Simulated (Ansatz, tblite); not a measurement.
# In14As14 wurtzite off sphere (In14As14H34): spin-state energies by level

Is the singlet the ground state of In14As14 wurtzite off sphere (In14As14H34)? Other spin states are computed and compared level by level.

Computed with Ansatz 0.2.0, Gaussian basis. Level: as each input shows.

Plan: triplet, at the geometry of the singlet (GFN1-xTB, GFN2-xTB, PBE0-D4/def2-SVP, PBE-D4/def2-SVP); the singlet's energies come from earlier runs.

1 further run of the same task is left out (set aside as unsound or not needed).

## (1) The relaxed structure

The geometry is that of the singlet, from an earlier relaxation (PBE-D4/def2-SVP).

62 atoms, charge 0, spin multiplicity 1.

Bond lengths: As1–In2 2.768 Å, As1–In5 2.687 Å, As1–H29 1.529 Å, As1–H30 1.528 Å, In2–As4 2.690 Å, In2–H31 1.736 Å, In2–H32 1.746 Å, In3–As4 2.727 Å, In3–As8 2.736 Å, In3–H33 1.746 Å, In3–H34 1.736 Å, As4–In10 2.642 Å, As4–H35 1.530 Å, In5–As6 2.728 Å, In5–As9 2.635 Å, In5–H36 1.737 Å, As6–In11 2.704 Å, As6–H37 1.527 Å and more. Angles: In2–As1–In5 122.2°, In2–As1–H29 114.4°, In2–As1–H30 108.4°, In5–As1–H29 106.6°, In5–As1–H30 105.1°, H29–As1–H30 96.7°, As1–In2–As4 88.0°, As1–In2–H31 107.1°, As1–In2–H32 102.2°, As4–In2–H31 112.4°, As4–In2–H32 110.8°, H31–In2–H32 127.8°, As4–In3–As8 96.6°, As4–In3–H33 104.7°, As4–In3–H34 108.7°, As8–In3–H33 104.8°, As8–In3–H34 108.4°, H33–In3–H34 128.9° and more.

In takes a core potential in the def2 sets. No spin-orbit coupling is included.

## (2) Triplet at the fixed geometry, GFN1-xTB

Tight binding, by tblite at 300 K electronic temperature and without a spin-polarisation term:

```python
tblite.interface.Calculator('GFN1-xTB', numbers, positions, charge=0, uhf=2).singlepoint()
```

Energy -1998.3379 eV; 1.6 s.

## (3) Triplet at the fixed geometry, GFN2-xTB

Tight binding, by tblite at 300 K electronic temperature and without a spin-polarisation term:

```python
tblite.interface.Calculator('GFN2-xTB', numbers, positions, charge=0, uhf=2).singlepoint()
```

Energy -1835.7657 eV; 1.3 s.

## (4) Triplet at the fixed geometry, PBE0-D4/def2-SVP

File in.yaml:

```yaml
crystal:
  periodic: [false, false, false]
  atoms:
    - {symbol: As, position_ang: [-1.755170, -5.213378, -0.569232]}
    - {symbol: In, position_ang: [-3.932759, -4.148073, 0.766135]}
    - {symbol: In, position_ang: [-3.878031, -2.159152, -3.414392]}
    - {symbol: As, position_ang: [-3.629022, -1.919450, -0.709174]}
    - {symbol: In, position_ang: [0.756006, -4.374237, -0.111175]}
    - {symbol: As, position_ang: [0.540690, -4.237467, 2.604590]}
    - {symbol: In, position_ang: [0.533135, -2.038362, -3.411501]}
    - {symbol: As, position_ang: [-1.656225, -0.701347, -4.065566]}
    - {symbol: As, position_ang: [0.700753, -1.821270, -0.762580]}
    - {symbol: In, position_ang: [-1.490257, -0.597856, 0.103989]}
    - {symbol: In, position_ang: [0.636879, -1.882796, 3.929746]}
    - {symbol: As, position_ang: [-1.396499, -0.585399, 2.801174]}
    - {symbol: In, position_ang: [-1.765937, 1.853263, -3.335836]}
    - {symbol: As, position_ang: [-1.543233, 1.909720, -0.694440]}
    - {symbol: In, position_ang: [-3.937123, 2.988910, -0.100444]}
    - {symbol: In, position_ang: [-1.574442, 1.824775, 3.952802]}
    - {symbol: As, position_ang: [-3.636137, 2.947618, 2.654428]}
    - {symbol: As, position_ang: [2.647510, -0.476500, -4.115451]}
    - {symbol: In, position_ang: [2.944878, -0.629584, 0.074372]}
    - {symbol: As, position_ang: [2.646820, -0.569077, 2.774850]}
    - {symbol: In, position_ang: [3.048927, 2.056051, -3.225293]}
    - {symbol: As, position_ang: [0.632688, 2.918307, -4.088957]}
    - {symbol: As, position_ang: [2.820652, 1.932065, -0.604455]}
    - {symbol: In, position_ang: [0.611843, 3.252006, 0.101330]}
    - {symbol: In, position_ang: [2.701696, 1.824644, 3.974082]}
    - {symbol: As, position_ang: [0.570372, 2.924420, 2.799813]}
    - {symbol: In, position_ang: [5.093723, 3.238667, 0.032369]}
    - {symbol: As, position_ang: [4.774491, 3.039674, 2.775626]}
    - {symbol: H, position_ang: [-1.709888, -6.741328, -0.586631]}
    - {symbol: H, position_ang: [-1.971127, -5.025586, -2.069842]}
    - {symbol: H, position_ang: [-5.325206, -5.070675, 0.292163]}
    - {symbol: H, position_ang: [-3.301362, -3.916701, 2.377312]}
    - {symbol: H, position_ang: [-3.440257, -3.814506, -3.754381]}
    - {symbol: H, position_ang: [-5.282950, -1.275512, -3.924489]}
    - {symbol: H, position_ang: [-4.720154, -0.947789, -0.255411]}
    - {symbol: H, position_ang: [2.065505, -5.410133, -0.591287]}
    - {symbol: H, position_ang: [-0.778649, -4.892312, 3.008416]}
    - {symbol: H, position_ang: [1.462215, -5.245547, 3.291039]}
    - {symbol: H, position_ang: [0.719223, -3.644733, -4.067222]}
    - {symbol: H, position_ang: [-1.615356, -0.666512, -5.597035]}
    - {symbol: H, position_ang: [0.664380, -2.069638, 5.657996]}
    - {symbol: H, position_ang: [-2.631714, -1.363951, 3.255491]}
    - {symbol: H, position_ang: [-3.048268, 2.780397, -4.069014]}
    - {symbol: H, position_ang: [-5.162462, 1.783652, -0.378544]}
    - {symbol: H, position_ang: [-3.945119, 4.679254, -0.502776]}
    - {symbol: H, position_ang: [-1.643603, 1.851710, 5.691437]}
    - {symbol: H, position_ang: [-4.882661, 2.405192, 3.354953]}
    - {symbol: H, position_ang: [-3.730634, 4.354438, 3.245559]}
    - {symbol: H, position_ang: [2.844488, -0.498829, -5.632252]}
    - {symbol: H, position_ang: [3.908172, -1.269547, -3.774418]}
    - {symbol: H, position_ang: [4.398947, -1.486991, -0.375994]}
    - {symbol: H, position_ang: [3.885112, -1.269554, 3.341394]}
    - {symbol: H, position_ang: [4.390345, 2.831782, -4.020409]}
    - {symbol: H, position_ang: [0.693987, 3.099217, -5.606817]}
    - {symbol: H, position_ang: [0.573958, 4.406754, -3.748944]}
    - {symbol: H, position_ang: [0.637002, 4.943438, -0.333237]}
    - {symbol: H, position_ang: [2.725380, 1.810189, 5.714873]}
    - {symbol: H, position_ang: [0.567925, 4.343013, 3.376799]}
    - {symbol: H, position_ang: [6.455520, 2.210294, -0.305944]}
    - {symbol: H, position_ang: [4.891912, 4.934837, -0.294324]}
    - {symbol: H, position_ang: [6.014836, 2.447373, 3.445275]}
    - {symbol: H, position_ang: [4.872077, 4.405928, 3.454659]}
basis:
  gaussian: {orbitals: def2-SVP, fitting: {mean_field: def2-universal-jkfit}}
magnetization: {spin_polarized: true, initial_magnetization: 2}
hamiltonian: {xc: pbe0, dispersion: d4}
scf: {omitted_lower_state_checks: [starts]}
output: {orbitals: {seedname: orbitals}}
```

On the command line:

```
ansatz run in.yaml --threads 10 --pin off --events-out ev --progress --plain --max-ram 110592MiB --backend cuda --devices 0, --max-vram 75GiB
```

Standard output:

```text
Functional definition: PBE0
  name "PBE0"
  cite "Adamo & Barone, J. Chem. Phys. 110, 6158 (1999) doi:10.1063/1.478522"
  cite "Perdew, Burke & Ernzerhof, Phys. Rev. Lett. 77, 3865 (1996) doi:10.1103/PhysRevLett.77.3865"
  parent pbe
  parameter a = 0.25
  parameter kappa = 0.804
  parameter beta = 0.06672455060314922
  exchange = (1 - a)*pbe_x(kappa = kappa, mu = beta*pi^2/3) + a*exact_x
  correlation = pbe_c(beta = beta)
these checks for a lower state are left out or cut short: starts
7388 factors; integrals over basis functions are off by at most 3.5e-1 eV
mean field evaluation 1: about -924566.9595 eV, gradient 3.3e1 eV
mean field evaluation 2: about -924568.2501 eV, gradient 2.7e1 eV
mean field evaluation 4: about -924572.3466 eV, gradient 6.1e0 eV
mean field evaluation 8: about -924572.6603 eV, gradient 1.1e0 eV
mean field evaluation 16: about -924572.6822 eV, gradient 4.7e-2 eV
mean field evaluation 32: about -924572.6868 eV, gradient 1.1e-3 eV
mean field -924572.68676207 eV, -33977.4195406303 hartree, gradient 4.3e-6 eV, S^2 2.005173; 0 other end points of the search recorded, 0 dependent functions left out
reference -924572.68688462 eV, -33977.4195451337 hartree; 396, 394 occupied and 586, 588 virtual orbitals, 7388 factors
Total energy: -924577.59358989 eV, -33977.5998632265 hartree
Checks for a lower state left out: starts
```

It took 68 s on 1 × H100 with 10 threads of AMD EPYC 7R13, shared host; peak host memory 2 GiB.

HOMO -2.83 eV, LUMO -5.52 eV (over both spins; with the spin held, an empty level of the minority spin lies below the top filled one); ⟨S²⟩ 2.005 (pure: 2.00).

## (5) Triplet at the fixed geometry, PBE-D4/def2-SVP

start.molden holds the orbitals of an earlier run on this state, given as this run's starting guess.

in.yaml: that of step 4 with these lines changed.

```diff
@@ -66,5 +66,5 @@
 basis:
-  gaussian: {orbitals: def2-SVP, fitting: {mean_field: def2-universal-jkfit}}
+  gaussian: {orbitals: def2-SVP, fitting: {mean_field: def2-universal-jkfit}, initial_orbitals: start.molden}
 magnetization: {spin_polarized: true, initial_magnetization: 2}
-hamiltonian: {xc: pbe0, dispersion: d4}
+hamiltonian: {xc: pbe, dispersion: d4}
 scf: {omitted_lower_state_checks: [starts]}
```

Launched as before.

Standard output:

```text
Functional definition: PBE
  name "PBE"
  cite "Perdew, Burke & Ernzerhof, Phys. Rev. Lett. 77, 3865 (1996) doi:10.1103/PhysRevLett.77.3865"
  parent pbe
  parameter kappa = 0.804
  parameter beta = 0.06672455060314922
  exchange = pbe_x(kappa = kappa, mu = beta*pi^2/3)
  correlation = pbe_c(beta = beta)
these checks for a lower state are left out or cut short: starts
7388 factors; integrals over basis functions are off by at most 3.5e-1 eV
mean field evaluation 1: about -924545.2198 eV, gradient 1.5e1 eV
mean field evaluation 2: about -924546.2914 eV, gradient 1.1e0 eV
mean field evaluation 4: about -924546.3815 eV, gradient 3.3e-1 eV
mean field evaluation 8: about -924546.3904 eV, gradient 4.8e-3 eV
mean field evaluation 16: about -924546.3904 eV, gradient 3.0e-5 eV
mean field -924546.39041950 eV, -33976.4531678650 hartree, gradient 2.5e-6 eV, S^2 2.001266; 0 other end points of the search recorded, 0 dependent functions left out
reference -924546.39058399 eV, -33976.4531739100 hartree; 396, 394 occupied and 586, 588 virtual orbitals, 7388 factors
Total energy: -924551.67337825 eV, -33976.6473130184 hartree
Checks for a lower state left out: starts
```

Wall time 21 s (1 × H100 with 10 threads of AMD EPYC 7R13, shared host); peak host memory 1.9 GiB.

Report: HOMO -2.64 eV, LUMO -5.55 eV (over both spins; with the spin held, an empty level of the minority spin lies below the top filled one); ⟨S²⟩ 2.001 (pure: 2.00).

## (6) Triplet less singlet, vertical

The singlet's energies are those of its earlier runs, whose logs aren't repeated here.

```csv
level,"triplet less singlet, vertical (kcal/mol)",time
GFN1-xTB,+56.3,2.6 s
GFN2-xTB,+61.2,2.4 s
PBE-D4/def2-SVP,+67.7,28 s
PBE0-D4/def2-SVP,+84.1,82 s
```

Times add the two runs; a level without a time comes out of a correlated run. Tight binding without a spin term can't rank spin states.

## (7) Summary of results

| quantity | value |
| --- | --- |
| triplet less singlet, vertical, functionals in def2-SVP | +67.7 (PBE-D4) to +84.1 kcal/mol (PBE0-D4) |

**Reading.** All functionals put the triplet above the singlet, over a spread of 16.4 kcal/mol. The checks for a lower triplet were left out, so another state of that spin may lie lower. These are electronic energies, without zero-point motion, entropy or surroundings.
